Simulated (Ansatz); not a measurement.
# Cl3FH4SiZr: the cost of one run

Method: RKS LDA/def2-SVP, in Ansatz 0.2.0.

## Step 1: The system as given

Bond lengths: Zr1–Cl2 2.870 Å, Zr1–Cl3 2.520 Å, Zr1–F4 1.979 Å, Zr1–Cl5 2.518 Å, Zr1–Si6 2.910 Å, Si6–H7 1.460 Å, Si6–H8 1.460 Å, Si6–H9 1.460 Å. Angles (14 of 16 angles, heavy atoms first): Cl2–Zr1–Cl3 109.5°, Cl2–Zr1–F4 109.5°, Cl2–Zr1–Cl5 109.5°, Cl2–Zr1–Si6 71.6°, Cl3–Zr1–F4 109.5°, Cl3–Zr1–Cl5 109.5°, Cl3–Zr1–Si6 67.2°, F4–Zr1–Cl5 109.5°, F4–Zr1–Si6 176.6°, Cl5–Zr1–Si6 72.8°, Zr1–Si6–H7 109.5°, Zr1–Si6–H8 109.5°, Zr1–Si6–H9 109.5°, H7–Si6–H8 109.4°.

As a file:

```xyz
10

Zr    0.0000    0.0000    0.0000
Cl    0.0000    0.0000    2.8700
Cl    2.3764    0.0000   -0.8392
F    -0.9326    1.6157   -0.6593
Cl   -1.1869   -2.0563   -0.8392
Si    1.5188   -2.3064    0.9176
H     0.7001   -3.5090    0.7954
H     2.7220   -2.4528    0.1037
H     1.8974   -2.1161    2.3147
H     0.8764   -1.3309    2.2944
```

## Step 2: A restrained relaxation towards end A

Springs on the bonds that form and break draw the guess towards this end; the thresholds are loose.

The input, input.yaml:

```yaml
crystal:
  periodic: [false, false, false]
  atoms:
    - { symbol: Zr, position_ang: [0.0, 0.0, 0.0] }
    - { symbol: Cl, position_ang: [0.0, 0.0, 2.87] }
    - { symbol: Cl, position_ang: [2.3764, 0.0, -0.8392] }
    - { symbol: F, position_ang: [-0.9326, 1.6157, -0.6593] }
    - { symbol: Cl, position_ang: [-1.1869, -2.0563, -0.8392] }
    - { symbol: Si, position_ang: [1.5188, -2.3064, 0.9176] }
    - { symbol: H, position_ang: [0.7001, -3.509, 0.7954] }
    - { symbol: H, position_ang: [2.722, -2.4528, 0.1037] }
    - { symbol: H, position_ang: [1.8974, -2.1161, 2.3147] }
    - { symbol: H, position_ang: [0.8764, -1.3309, 2.2944] }
basis:
  gaussian: { orbitals: def2-SVP }
hamiltonian:
  xc: lda
relax:
  f_tol: 0.15
  max_steps: 25
  restrain:
    - { distance: [0, 5], at: 3.81, k: 30.0 }
    - { distance: [9, 1], at: 2.57, k: 30.0 }
    - { distance: [0, 1], at: 2.52, k: 30.0 }
    - { distance: [9, 5], at: 1.46, k: 30.0 }
```

On the command line:

```console
ansatz run input.yaml --threads 4 --pin off --max-ram 5120MiB --backend cpu --events-out ev --progress --plain --runs-dir out
```

Q: Estimate wall time and peak memory on 4 threads of Arm Neoverse V1, shared host.

About 16 s, with a peak of 0.22 GiB.
